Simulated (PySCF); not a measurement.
**Yb(CH3)2: other functionals and bases at one geometry**

One table from this session's results is given with a row withheld; the runs are named, their logs left out.

The runs use PySCF 2.14.0; several levels, as the steps say, no spin–orbit coupling.

1 further run of the same task is left out (for a known fault of the program). Runs told in other sessions of the task aren't counted.

## Starting geometry

9 atoms, charge 0, spin multiplicity 1.

Bond lengths: Yb1–C2 2.421 Å, Yb1–C6 2.421 Å, C2–H3 1.108 Å, C2–H4 1.108 Å, C2–H5 1.108 Å, C6–H7 1.108 Å, C6–H8 1.108 Å, C6–H9 1.108 Å. Angles: C2–Yb1–C6 114.9°, Yb1–C2–H3 117.6°, Yb1–C2–H4 110.5°, Yb1–C2–H5 110.5°, H3–C2–H4 106.0°, H3–C2–H5 106.0°, H4–C2–H5 105.4°, Yb1–C6–H7 117.6°, Yb1–C6–H8 110.5°, Yb1–C6–H9 110.5°, H7–C6–H8 106.0°, H7–C6–H9 106.0°, H8–C6–H9 105.4°.

Coordinates:

```mol
C2H6Yb
  3D, bonds by distance, orders not assigned

  9  8  0  0  0  0  0  0  0  0999 V2000
    0.0000    0.0000   -0.4676 Yb  0  0
    2.0412   -0.0000    0.8341 C   0  0
    3.0014   -0.0000    0.2822 H   0  0
    2.0741    0.8814    1.5052 H   0  0
    2.0741   -0.8814    1.5052 H   0  0
   -2.0412    0.0000    0.8341 C   0  0
   -3.0014    0.0000    0.2822 H   0  0
   -2.0741   -0.8814    1.5052 H   0  0
   -2.0741    0.8814    1.5052 H   0  0
  1  2  8  0
  1  6  8  0
  2  3  8  0
  2  4  8  0
  2  5  8  0
  6  7  8  0
  6  8  8  0
  6  9  8  0
M  END
```

Formal oxidation states: Yb +2. An earlier session relaxed this geometry at PBE0, Yb def2-SVP with ECP28, C def2-SVP, H def2-SVP (singlet, point group C2v).

At PBE0 on the finer grid: E = -1238.784183 Eh, HOMO -4.88 eV, LUMO -1.55 eV, Mulliken charge on Yb1 +0.90 e, largest force component 0.005 eV/Å. 

Levels to run: HF; B3LYP; PBE0, TZVP. Hardware: 4 threads of Arm Neoverse V1, shared host.

Set-up of the first run:

Input file run.py (the lines that set the calculation):

```python
mol = gto.M(atom='''
Yb     0.00000     0.00000    -0.46760
C      2.04121     0.00000     0.83406
H      3.00143     0.00000     0.28218
H      2.07409     0.88141     1.50523
H      2.07409    -0.88141     1.50523
C     -2.04121     0.00000     0.83406
H     -3.00143     0.00000     0.28218
H     -2.07409    -0.88141     1.50523
H     -2.07409     0.88141     1.50523''',
    basis={'Yb': 'def2-SVP', 'C': 'def2-SVP', 'H': 'def2-SVP'},
    ecp={'Yb': 'def2-SVP'},
    charge=0, spin=0)
mf = scf.RHF(mol)
mf = mf.density_fit()  # fitting sets: Yb def2-universal-JKFIT, C def2-universal-JKFIT, H def2-universal-JKFIT
mf.conv_tol = 1e-08; mf.max_cycle = 55
mf.kernel(dm0)  # dm0: the density of the relaxed state
```

Launch:

```bash
$ OMP_NUM_THREADS=4 python run.py
```

Steps of the session up to this table: HF; B3LYP; PBE0, TZVP.

One of the session's tables, all rows but one given; the rest of the session is left out.

| level | HOMO (eV) | gap (eV) | charge on Yb1 (e) | dipole (D) | largest force component (eV/Å) |
| --- | --- | --- | --- | --- | --- |
| PBE0 (relaxed here) | -4.88 | 3.33 | 0.90 | 5.35 | 0.00 |
| HF | -7.77 | 7.71 | 1.10 | 6.66 | 0.78 |
| B3LYP | ? | ? | ? | ? | ? |
| PBE0, TZVP | -5.03 | 3.37 | 1.04 | 5.59 | 0.27 |

Q: Estimate the row for B3LYP from the others.

The run gave: HOMO (eV): -4.56; gap (eV): 2.70; charge on Yb1 (e): 0.83; dipole (D): 5.02; largest force component (eV/Å): 0.16. In the column «HOMO (eV)» it is the highest.

In one basis the HOMO–LUMO gap runs from 2.70 eV (B3LYP) to 7.71 eV (HF). The largest leftover force, 0.78 eV/Å with HF, stands at a geometry relaxed at another level. Total energies of different levels can't be compared.
